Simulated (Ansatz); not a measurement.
**BiTe in Ansatz: the effect of functional**

The system is BiTe.

```
CELL_PARAMETERS angstrom
0.00000 3.19128 3.19128
3.19128 0.00000 3.19128
3.19128 3.19128 0.00000
ATOMIC_POSITIONS crystal
Bi 0.00000 0.00000 0.00000
Te 0.50000 0.50000 0.50000
```

The cell isn't the ideal one: volume scaled by 0.96.

Alike in all runs:

```yaml
Program: Ansatz 0.2.0
Task: single point
Potentials_or_basis: Ansatz PAW
k_mesh: 7 × 7 × 7
Occupations: fermi-dirac, width 0.05 eV
Spin: no spin polarisation
```

```csv
functional,cutoff,pressure (GPa)
LDA,420 eV (not typed: the program's choice for these potentials),-0.7
PBEsol,420 eV (not typed: the program's choice for these potentials),?
r2SCAN,500 eV (not typed: the program's choice for these potentials),2.4
```

Question: What does the run with functional PBEsol give?

Answer: Pressure 0.5 GPa.

Caveats: the PAW data sets come from PBE, with cores solved anew for the run's functional, which leaves a small shift of forces and pressure.
